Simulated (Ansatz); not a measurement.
**CH7NSn (SMILES C[NH][SnH3]): wB97X/def2-SVP (core potential)**

What is the energy change on altering one bond length of CH7NSn at wB97X/def2-SVP (core potential)? 

The results are computed with Ansatz 0.2.0.

74 further runs of the same task are left out: 74 set aside as unsound or not needed.

### Step 1. Starting point

CH7NSn has 10 atoms, charge 0, and is taken as a singlet. SMILES: `C[NH][SnH3]`. The coordinates come from a PBE0-D4/def2-TZVP relaxation.

Bond lengths: C1–N2 1.451 Å, N2–Sn3 2.028 Å, C1–H4 1.095 Å, C1–H5 1.094 Å, C1–H6 1.101 Å, N2–H7 1.011 Å, Sn3–H8 1.705 Å, Sn3–H9 1.706 Å, Sn3–H10 1.718 Å. Some angles: C1–N2–Sn3 118.3°, C1–N2–H7 111.0°, Sn3–N2–H7 112.3°, N2–C1–H4 110.3°, N2–C1–H5 109.7°, N2–C1–H6 115.2°, N2–Sn3–H8 106.4°, N2–Sn3–H9 105.8°, N2–Sn3–H10 112.2°, H4–C1–H5 106.6°.

### Step 2. A single-point energy at wB97X/def2-SVP (core potential)

Input file input.yaml:

```yaml
crystal:
  periodic: [false, false, false]
  atoms:
    - {symbol: C, position_ang: [-0.898400, 0.758000, -0.879200]}
    - {symbol: "N", position_ang: [-0.343000, -0.532900, -0.516500]}
    - {symbol: Sn, position_ang: [0.897300, -0.629400, 1.085100]}
    - {symbol: H, position_ang: [-1.664200, 0.637600, -1.652700]}
    - {symbol: H, position_ang: [-1.396800, 1.201100, -0.011700]}
    - {symbol: H, position_ang: [-0.168200, 1.494600, -1.247500]}
    - {symbol: H, position_ang: [0.037300, -1.004000, -1.326200]}
    - {symbol: H, position_ang: [1.451700, -2.239000, 1.169900]}
    - {symbol: H, position_ang: [-0.052600, -0.195500, 2.433700]}
    - {symbol: H, position_ang: [2.220200, 0.458400, 0.948000]}
basis:
  gaussian:
    orbitals: def2-SVP
hamiltonian:
  xc: {name: wB97X}
accuracy: high
output: {orbitals: {seedname: orbitals}}
```

Launch:

```bash
$ ansatz run input.yaml --threads 1 --pin off --max-ram 3480MiB --events-out events.jsonl --progress --plain --runs-dir runs
```

The program printed:

```text
Warning: RAYON_NUM_THREADS=1 ignored (pool sized by the plan → 1); use --threads N
Functional definition: wB97X
  name "wB97X"
  parameter omega = 0.3/bohr
  parameter cx = 0.157706
  parameter cx1 = 0.726479
  parameter cx2 = 1.04760
  parameter cx3 = -5.70635
  parameter cx4 = 13.2794
  parameter css1 = -4.33879
  parameter css2 = 18.2308
  parameter css3 = -31.7430
  parameter css4 = 17.2901
  parameter cos1 = 2.37031
  parameter cos2 = -11.3995
  parameter cos3 = 6.58405
  parameter cos4 = -3.78132
  exchange = spin_sum(e_x_unif_sr(omega)*poly(b97_u_x, 1 - cx, cx1, cx2, cx3, cx4)) + cx*exact_x_sr(omega)
      + exact_x_lr(omega)
  correlation = spin_sum(e_c_pw_same_spin*poly(b97_u_same, 1, css1, css2, css3, css4))
      + integral(e_c_pw_opposite_spin*poly(b97_u_opposite, 1, cos1, cos2, cos3, cos4))
2266 factors; integrals over basis functions are off by at most 3.0e-9 eV
406 factors; integrals over basis functions are off by at most 1.6e-9 eV
mean field evaluation 1: about -8466.2176 eV, gradient 4.1e1 eV
mean field evaluation 2: about -8465.9911 eV, gradient 4.3e1 eV
mean field evaluation 4: about -8469.8981 eV, gradient 1.3e0 eV
mean field evaluation 8: about -8470.0017 eV, gradient 1.7e-2 eV
mean field evaluation 16: about -8470.0018 eV, gradient 2.2e-5 eV
mean field -8470.00175134 eV, -311.2668231885 hartree, gradient 4.0e-8 eV, S^2 0.000000; 0 other end points of the search recorded, 0 dependent functions left out
reference -8470.00174785 eV, -311.2668230600 hartree; 21, 21 occupied and 68, 68 virtual orbitals, 2266 factors
Total energy: -8470.00174785 eV, -311.2668230600 hartree
```

It took 27 s on 1 thread of Arm Neoverse V2, shared host; peak memory 0.56 GiB.

### Step 3. The distorted shape at the same level

Input file in.yaml:

```yaml
crystal:
  periodic: [false, false, false]
  atoms:
    - {symbol: C, position_ang: [-2.485870, -0.547352, -0.714681]}
    - {symbol: N, position_ang: [-1.930470, -1.838252, -0.351981]}
    - {symbol: Sn, position_ang: [-0.690170, -1.934752, 1.249619]}
    - {symbol: H, position_ang: [-3.251670, -0.667752, -1.488181]}
    - {symbol: H, position_ang: [-2.984270, -0.104252, 0.152819]}
    - {symbol: H, position_ang: [-1.755670, 0.189248, -1.082981]}
    - {symbol: H, position_ang: [-1.550170, -2.309352, -1.161681]}
    - {symbol: H, position_ang: [-0.135770, -3.544352, 1.334419]}
    - {symbol: H, position_ang: [-1.640070, -1.500852, 2.598219]}
    - {symbol: H, position_ang: [2.220200, 0.458400, 0.948000]}
basis:
  gaussian: {orbitals: def2-SVP}
hamiltonian: {xc: {name: wB97X}}
accuracy: high
output: {orbitals: {seedname: orbitals}}
```

Launch:

```bash
$ ansatz run in.yaml --threads 1 --pin off --max-ram 3480MiB --events-out events.jsonl --progress --plain --runs-dir runs
```

The program printed, cut to the lines that bear on the results:

```text
Warning: RAYON_NUM_THREADS=1 ignored (pool sized by the plan → 1); use --threads N
Functional definition: wB97X
  name "wB97X"
[...]
      + exact_x_lr(omega)
[...]
      + integral(e_c_pw_opposite_spin*poly(b97_u_opposite, 1, cos1, cos2, cos3, cos4))
2224 factors; integrals over basis functions are off by at most 8.8e-9 eV
416 factors; integrals over basis functions are off by at most 2.5e-9 eV
[...]
mean field -8465.52591552 eV, -311.1023392558 hartree, gradient 3.2e-8 eV, S^2 0.000000; 0 other end points of the search recorded, 0 dependent functions left out
reference -8465.52591179 eV, -311.1023391188 hartree; 21, 21 occupied and 68, 68 virtual orbitals, 2224 factors
Total energy: -8465.52591179 eV, -311.1023391188 hartree
```

Wall time 26 s (1 thread of Arm Neoverse V2, shared host); peak memory 0.55 GiB.

### Step 4. Results

Level: wB97X/def2-SVP (core potential).

| quantity | value |
| --- | --- |
| first shape: total energy | -311.26682 Eh |
| first shape: HOMO energy | -8.70 eV |
| first shape: LUMO energy | 2.32 eV |
| first shape: HOMO–LUMO gap | 11.02 eV |
| distorted shape: total energy | -311.10234 Eh |
| distorted shape: HOMO energy | -7.31 eV |
| distorted shape: LUMO energy | -2.05 eV |
| distorted shape: HOMO–LUMO gap | 5.27 eV |
| energy change with the Sn3–H10 bond stretched from 1.718 to 3.780 Å | 4.476 eV |

In words: With the Sn3–H10 bond stretched from 1.718 to 3.780 Å the energy rises by 4.48 eV (432 kJ/mol). The first shape isn't relaxed at this level, so the change isn't measured from a minimum. A restricted reference can't describe the breaking bond well at this length.
